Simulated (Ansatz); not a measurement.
# ClFHOY: small, medium and large basis sets

One table from this session's results is given with a row withheld; the runs are named, their logs left out.

Computed with Ansatz 0.2.0, Gaussian basis. Level: one geometry, several basis sets.

Levels to be run: PBE0-D4/def2-SVP; ωB97M-V/def2-SVP; PBE0-D4/def2-QZVPP; ωB97M-V/def2-QZVPP; the functionals' def2-TZVPP values are taken from earlier runs.

### The relaxed structure

All runs share one geometry, relaxed beforehand with PBE0-D4 in a triple-zeta def2 set. Y takes the def2 core potential; no spin-orbit term is included.

SMILES `[OH][Y]([F])[Cl]`, 5 atoms, charge 0, spin multiplicity 1.

Atoms are counted from 1 here; the program's logs count them from 0.

Bond lengths: O1–Y2 1.994 Å, O1–H5 0.953 Å, Y2–F3 1.992 Å, Y2–Cl4 2.480 Å. Angles: Y2–O1–H5 179.0°, O1–Y2–F3 117.9°, O1–Y2–Cl4 121.4°, F3–Y2–Cl4 120.6°.

Coordinates:

```mol
ClFHOY
  3D, bonds by distance, orders not assigned

  5  4  0  0  0  0  0  0  0  0999 V2000
    0.5397    1.2719    0.4492 O   0  0
   -0.1249   -0.5159   -0.1338 Y   0  0
    1.0208   -2.1028    0.2357 F   0  0
   -2.3067   -0.7722   -1.2848 Cl  0  0
    0.8712    2.1188    0.7337 H   0  0
  1  2  8  0
  2  3  8  0
  2  4  8  0
  1  5  8  0
M  END
```

The first run:

File in.yaml:

```yaml
crystal:
  periodic: [false, false, false]
  atoms:
    - {symbol: O, position_ang: [0.539684, 1.271928, 0.449190]}
    - {symbol: Y, position_ang: [-0.124928, -0.515859, -0.133813]}
    - {symbol: F, position_ang: [1.020766, -2.102756, 0.235724]}
    - {symbol: Cl, position_ang: [-2.306706, -0.772154, -1.284766]}
    - {symbol: H, position_ang: [0.871184, 2.118830, 0.733675]}
basis:
  gaussian: {orbitals: def2-SVP}
hamiltonian: {xc: pbe0, dispersion: d4}
output: {orbitals: {seedname: orbitals}}
```

Steps of the session up to this table: PBE0-D4 in def2-SVP; ωB97M-V in def2-SVP; PBE0-D4 in def2-QZVPP; ωB97M-V in def2-QZVPP.

One table of the session follows, with a row left open; its other results are not shown here.

It belongs to the step «Density functionals: the series». 

| functional | basis | HOMO (eV) | LUMO (eV) |
| --- | --- | --- | --- |
| PBE0-D4 | def2-SVP | ? | ? |
| PBE0-D4 | def2-TZVPP | -8.63 | -2.18 |
| PBE0-D4 | def2-QZVPP | -8.65 | -2.17 |
| ωB97M-V | def2-SVP | -10.69 | -0.72 |
| ωB97M-V | def2-TZVPP | -10.92 | -0.83 |
| ωB97M-V | def2-QZVPP | -10.95 | -0.85 |

Q: Estimate the row for PBE0-D4, def2-SVP from the others.

The run gave: HOMO (eV): -8.44; LUMO (eV): -2.14. In the column «HOMO (eV)» it is the highest.
